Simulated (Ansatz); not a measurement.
# FGeH₅SSi: up Jacob's ladder to CCSD(T)

An exercise on one series of results from a longer session: the logs are not shown, and one member is left open.

The runs use Ansatz 0.2.0, Gaussian basis; functionals in def2-TZVPP, the program's frozen cores in correlated methods.

Plan: PBE-D4, r2SCAN-D4, PBE0-D4, B3LYP-D4, ωB97X-V, ωB97M-V, B2PLYP; CCSD(T)/def2-TZVPP; MP2/def2-QZVPP; extrapolation to the limit.

## The relaxed structure

All runs share one geometry, relaxed beforehand with PBE0-D4 in a triple-zeta def2 set.

9 atoms, charge 0, spin multiplicity 1.

Atoms are counted from 1 here; the program's logs count them from 0.

Bond lengths: F1–Si2 1.600 Å, Si2–S3 2.108 Å, Si2–H5 1.479 Å, Si2–H6 1.481 Å, S3–Ge4 2.236 Å, Ge4–H7 1.533 Å, Ge4–H8 1.533 Å, Ge4–H9 1.535 Å. Angles: F1–Si2–S3 111.5°, F1–Si2–H5 108.4°, F1–Si2–H6 106.0°, S3–Si2–H5 106.8°, S3–Si2–H6 111.5°, H5–Si2–H6 112.6°, Si2–S3–Ge4 98.9°, S3–Ge4–H7 109.4°, S3–Ge4–H8 105.9°, S3–Ge4–H9 108.5°, H7–Ge4–H8 110.8°, H7–Ge4–H9 110.8°, H8–Ge4–H9 111.3°.

Set-up of the first run:

The input, in.yaml:

```yaml
crystal:
  periodic: [false, false, false]
  atoms:
    - {symbol: F, position_ang: [-0.929622, 1.339624, -1.600410]}
    - {symbol: Si, position_ang: [0.413504, 1.407428, -0.733554]}
    - {symbol: S, position_ang: [1.272826, -0.501967, -0.489719]}
    - {symbol: Ge, position_ang: [-0.332130, -1.449596, 0.746321]}
    - {symbol: H, position_ang: [1.399805, 2.230674, -1.466500]}
    - {symbol: H, position_ang: [0.030963, 2.000902, 0.567790]}
    - {symbol: H, position_ang: [-1.349776, -2.129686, -0.177009]}
    - {symbol: H, position_ang: [0.375349, -2.481141, 1.632126]}
    - {symbol: H, position_ang: [-1.006919, -0.358640, 1.589853]}
basis:
  gaussian: {orbitals: def2-TZVPP}
hamiltonian: {xc: pbe, dispersion: d4}
output: {forces: true, orbitals: {seedname: orbitals}}
```

Launch:

```sh
ansatz run in.yaml --threads 4 --pin off --events-out ev --progress --plain --max-ram 10444MiB
```

Among the steps run: PBE-D4 (GGA); r2SCAN-D4 (meta-GGA); PBE0-D4 (hybrid); B3LYP-D4 (hybrid); ωB97X-V (range-separated); ωB97M-V (range-separated); B2PLYP (double hybrid); CCSD(T) in def2-TZVPP; MP2 in def2-QZVPP.

One table of the session follows, with a row left open; its other results are not shown here.

| method | atomisation energy (kJ/mol) |
| --- | --- |
| PBE-D4 | 2747.6 |
| r2SCAN-D4 | 2771.9 |
| PBE0-D4 | 2724.5 |
| B3LYP-D4 | 2741.1 |
| ωB97X-V | 2791.2 |
| ωB97M-V | 2764.1 |
| B2PLYP | 2717.9 |
| HF/def2-TZVPP | 2049.7 |
| MP2/def2-TZVPP | 2726.5 |
| CCSD/def2-TZVPP | 2672.8 |
| CCSD(T)/def2-TZVPP | 2708.7 |
| MP2/CBS | 2800.3 |
| CCSD(T)/CBS | ? |

Q: Estimate the row for CCSD(T)/CBS from the others.

**Answer.** atomisation energy (kJ/mol): 2782.5. In the column «atomisation energy (kJ/mol)» it lies between r2SCAN-D4 (2771.9) and ωB97X-V (2791.2).
